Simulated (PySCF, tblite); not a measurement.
# C₄BN₂O₄−: infrared bands and NMR shifts

What infrared bands and NMR shifts should C₄BN₂O₄− (`N#C[B-]1(C#N)OC(=O)C(=O)O1`) show?

The runs use tblite 0.8.0 and PySCF 2.14.0, with density-fitted response routines of our own; the level of theory stands in each step. All values are computed, except where a source is named. Atoms count from 0, in the outputs and in this text.

### Step 1. Starting geometry

11 atoms, charge -1, multiplicity 1; geometry from: GFN2-xTB.

Bonds of the start (Å): N0–C1 1.15, C1–B2 1.57, B2–C3 1.57, C3–N4 1.15, B2–O5 1.51, O5–C6 1.31, C6–O7 1.21, C6–C8 1.54, C8–O9 1.21, C8–O10 1.31, O10–B2 1.51.

### Step 2. Vibrational analysis with GFN2-xTB

The job: settings as JSON, then the geometry in Å.

```
{"job": {"kind": "ir", "xc": "GFN2-xTB", "basis": "xTB"}, "charge": -1, "multiplicity": 1}
N      2.626499    -1.430729     1.041069
C      1.720624    -0.771030     0.793288
B      0.486726     0.142681     0.465059
C      0.524536     1.428141     1.365825
N      0.560799     2.362077     2.031887
O     -0.809084    -0.610103     0.656829
C     -1.461536    -0.670571    -0.472747
O     -2.532015    -1.208485    -0.636666
C     -0.633054     0.058578    -1.553832
O     -0.939305     0.193908    -2.715822
O      0.461236     0.508205    -1.000854
```

**Question.** This job is followed by: GIAO PBE0/pcSseg-1 NMR shielding, non-relativistic, gas phase. Predict these results of the whole session: strongest single infrared mode (GFN2-xTB); zero-point energy (GFN2-xTB); ¹³C shifts against TMS (PBE0/pcSseg-1, means over atoms taken as alike); ¹⁵N shifts against NH3 (PBE0/pcSseg-1, means over atoms taken as alike); ¹¹B shifts against BF3·OEt2 (PBE0/pcSseg-1); ¹⁷O shifts against H2O (PBE0/pcSseg-1, means over atoms taken as alike).

The runs gave:

```
                                                               quantity                   value
                              strongest single infrared mode (GFN2-xTB)  1797 cm⁻¹, 1049 km/mol
                                           zero-point energy (GFN2-xTB)           29.7 kcal/mol
¹³C shifts against TMS (PBE0/pcSseg-1, means over atoms taken as alike)        166.0, 132.6 ppm
¹⁵N shifts against NH3 (PBE0/pcSseg-1, means over atoms taken as alike)               319.9 ppm
                            ¹¹B shifts against BF3·OEt2 (PBE0/pcSseg-1)               -13.7 ppm
¹⁷O shifts against H2O (PBE0/pcSseg-1, means over atoms taken as alike)        414.3, 236.8 ppm
```

**Reading.** All 27 modes are real, so the xTB geometry is a minimum. The strongest single mode, at 1797 cm⁻¹, is carried by C6, C8, O7, O9. GFN2-xTB is a fitted tight-binding method: band positions and strengths are rough. Its intensities can rank the bands wrongly. At PBE0/pcSseg-1: The widest tensor belongs to O7, O9: span 666 ppm, with a paramagnetic part of -476 ppm.
